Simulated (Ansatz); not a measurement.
# CH8N2SSi: one species, many methods

An exercise on one series of results from a longer session: the logs are not shown, and one member is left open.

Computed with Ansatz 0.2.0, Gaussian basis. Level: functionals in def2-TZVPP, the program's frozen cores in correlated methods.

The runs, in order: LDA (SPW92), PBE-D4, revPBE-D4, BLYP-D4, r2SCAN-D4, B97M-V, PBE0-D4, B3LYP-D4, r2SCANh-D4, r2SCAN0-D4, HSE06-D4, BHLYP-D4, CAM-B3LYP-D4, LC-ωPBE, ωB97X-V, ωB97M-V, B2PLYP, PBE-QIDH; CCSD(T)/def2-SVP; CCSD(T)/def2-TZVPP; MP2/def2-QZVPP; extrapolation to the limit; RPA on PBE.

### Structure used throughout

An earlier PBE0-D4 in a triple-zeta def2 set relaxation fixed the geometry.

13 atoms, charge 0, spin multiplicity 1.

Atoms are counted from 1 here; the program's logs count them from 0.

Bond lengths: C1–Si2 1.865 Å, C1–H6 1.094 Å, C1–H7 1.093 Å, C1–H8 1.092 Å, Si2–N3 1.713 Å, Si2–N4 1.707 Å, Si2–S5 2.160 Å, N3–H9 1.008 Å, N3–H10 1.007 Å, N4–H11 1.005 Å, N4–H12 1.006 Å, S5–H13 1.342 Å. Angles: Si2–C1–H6 111.7°, Si2–C1–H7 110.2°, Si2–C1–H8 110.6°, H6–C1–H7 108.0°, H6–C1–H8 107.9°, H7–C1–H8 108.4°, C1–Si2–N3 106.2°, C1–Si2–N4 119.0°, C1–Si2–S5 107.8°, N3–Si2–N4 105.2°, N3–Si2–S5 118.2°, N4–Si2–S5 101.2°, Si2–N3–H9 119.3°, Si2–N3–H10 119.5°, H9–N3–H10 110.8°, Si2–N4–H11 121.9°, Si2–N4–H12 120.8°, H11–N4–H12 112.9° and more.

Coordinates:

```xyz
13

C    -1.4148    0.2767    0.6145
Si    0.2436   -0.0120   -0.1893
N     1.3423   -0.3298    1.0856
N     0.4232   -1.3188   -1.2721
S     0.6477    1.6655   -1.4885
H    -1.3991    1.1519    1.2703
H    -1.6990   -0.5912    1.2155
H    -2.1853    0.4385   -0.1419
H     2.3204   -0.4520    0.8746
H     1.2226    0.1360    1.9707
H     0.0851   -1.2761   -2.2178
H     0.5161   -2.2608   -0.9313
H    -0.0823    2.5376   -0.7754
```

Set-up of the first run:

in.yaml

```yaml
crystal:
  periodic: [false, false, false]
  atoms:
    - {symbol: C, position_ang: [-1.414807, 0.276653, 0.614474]}
    - {symbol: Si, position_ang: [0.243586, -0.012008, -0.189308]}
    - {symbol: N, position_ang: [1.342252, -0.329802, 1.085640]}
    - {symbol: N, position_ang: [0.423182, -1.318793, -1.272092]}
    - {symbol: S, position_ang: [0.647656, 1.665496, -1.488511]}
    - {symbol: H, position_ang: [-1.399098, 1.151907, 1.270269]}
    - {symbol: H, position_ang: [-1.699032, -0.591230, 1.215483]}
    - {symbol: H, position_ang: [-2.185307, 0.438499, -0.141933]}
    - {symbol: H, position_ang: [2.320389, -0.451974, 0.874571]}
    - {symbol: H, position_ang: [1.222561, 0.136013, 1.970667]}
    - {symbol: H, position_ang: [0.085110, -1.276138, -2.217799]}
    - {symbol: H, position_ang: [0.516141, -2.260835, -0.931292]}
    - {symbol: H, position_ang: [-0.082333, 2.537611, -0.775367]}
basis:
  gaussian: {orbitals: def2-TZVPP}
hamiltonian: {xc: lda}
output: {orbitals: {seedname: orbitals}}
```

Steps of the session up to this table: LDA; PBE-D4 (GGA); revPBE-D4 (GGA); BLYP-D4 (GGA); r2SCAN-D4 (meta-GGA); B97M-V (meta-GGA); PBE0-D4 (hybrid); B3LYP-D4 (hybrid); r2SCANh-D4 (hybrid); r2SCAN0-D4 (hybrid); HSE06-D4 (hybrid); BHLYP-D4 (hybrid); CAM-B3LYP-D4 (range-separated); LC-ωPBE (range-separated); ωB97X-V (range-separated); ωB97M-V (range-separated); B2PLYP (double hybrid); PBE-QIDH (double hybrid).

One table of the session follows, with a row left open; its other results are not shown here.

It belongs to the step «Frontier levels by functional». 

```
  functional  HOMO (eV)  LUMO (eV)  gap (eV)
 LDA (SPW92)      -5.74      -0.44      5.29
      PBE-D4      -5.60      -0.28      5.33
   revPBE-D4      -5.55      -0.19      5.36
     BLYP-D4      -5.45      -0.26      5.19
   r2SCAN-D4      -5.89       0.23      6.12
      B97M-V      -5.98      -0.12      5.86
     PBE0-D4      -6.89       0.57      7.45
    B3LYP-D4      -6.64       0.24      6.88
  r2SCANh-D4      -6.37       0.52      6.89
  r2SCAN0-D4      -7.08       0.93      8.01
    HSE06-D4          ?          ?         ?
    BHLYP-D4      -8.02       1.21      9.23
CAM-B3LYP-D4      -8.23       1.37      9.60
     LC-ωPBE      -9.65       2.68     12.33
     ωB97X-V      -9.28       2.44     11.72
     ωB97M-V      -9.12       2.03     11.15
```

**Question.** Estimate the row for HSE06-D4.

The run gave: HOMO (eV): -6.48; LUMO (eV): 0.20; gap (eV): 6.68. In the column «HOMO (eV)» it lies between B3LYP-D4 (-6.64) and r2SCANh-D4 (-6.37).
